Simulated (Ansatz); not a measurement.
# Hf5Sc: the cost of one run

Computed with Ansatz 0.2.0 (DFT PBEsol, scalar-relativistic, plane waves, PAW, unless a step's input says otherwise).

1 further run of the same task is left out (it didn't finish).

**1. The structure to begin with**

It takes space group P-62m (No. 189, hexagonal). Conventional cell: a = 5.561 Å, b = 5.561 Å, c = 5.025 Å, α = 90.00°, β = 90.00°, γ = 120.00°. Hf (site symmetry m2m) is surrounded by 10 Hf at 3.11 to 3.27 Å and 2 Sc at 3.14 Å. Hf (site symmetry -6) has 9 Hf at 3.11 to 3.21 Å and 3 Sc at 3.21 Å as nearest neighbours. Sc (site symmetry -62m) is surrounded by 12 Hf at 3.14 to 3.21 Å.

Coordinates:

```cif
data_structure
_symmetry_space_group_name_H-M 'P-62m'
_symmetry_Int_Tables_number 189
_cell_length_a 5.5615
_cell_length_b 5.5615
_cell_length_c 5.0245
_cell_angle_alpha 90.000
_cell_angle_beta 90.000
_cell_angle_gamma 120.000
_cell_volume 134.59
loop_
_atom_site_label
_atom_site_type_symbol
_atom_site_symmetry_multiplicity
_atom_site_Wyckoff_symbol
_atom_site_fract_x
_atom_site_fract_y
_atom_site_fract_z
_atom_site_occupancy
Hf1 Hf 3 f 0.66053 0.00000 0.00000 1
Hf2 Hf 2 d 0.33333 0.66667 0.50000 1
Sc1 Sc 1 b 0.00000 0.00000 0.50000 1
```

The structure comes from the Materials Project (structure only).

(A quick probe on a coarse mesh, which set the mesh and smearing, is not shown.)

**3. Full relaxation**

input.yaml

```yaml
crystal:
  lattice:
    - [5.5614727639, 0.0, 0.0]
    - [-2.7807363819, 4.816376696, 0.0]
    - [0.0, 0.0, 5.0245000113]
  atoms:
    - { symbol: Hf, position: [0.66053304, 0.0, 0.0] }
    - { symbol: Hf, position: [0.0, 0.66053304, 0.0] }
    - { symbol: Hf, position: [0.33946696, 0.33946696, 0.0] }
    - { symbol: Hf, position: [0.3333333333, 0.6666666667, 0.5] }
    - { symbol: Hf, position: [0.6666666667, 0.3333333333, 0.5] }
    - { symbol: Sc, position: [0.0, 0.0, 0.5] }
basis:
  ecutwfc: 420
kpoints:
  mp_grid: { grid: [9, 9, 8] }
hamiltonian:
  xc: pbesol
scf:
  occupations: { method: gaussian, width: 0.1 }
output:
  forces: true
  stress: true
  eigenvalues: true
relax:
  adjacent_minimum: "off"
  f_tol: 0.005
  max_steps: 80
  cell: { stress_tol: 0.05 }
```

Started as:

```console
$ ansatz run input.yaml --threads 4 --pin off --max-ram 10240MiB --backend cpu --events-out ev --progress --plain --runs-dir out
```

Q: Estimate wall time and peak memory on 4 threads of AMD EPYC (Zen 3), shared host.

About 5.4 min, with a peak of 0.93 GiB.
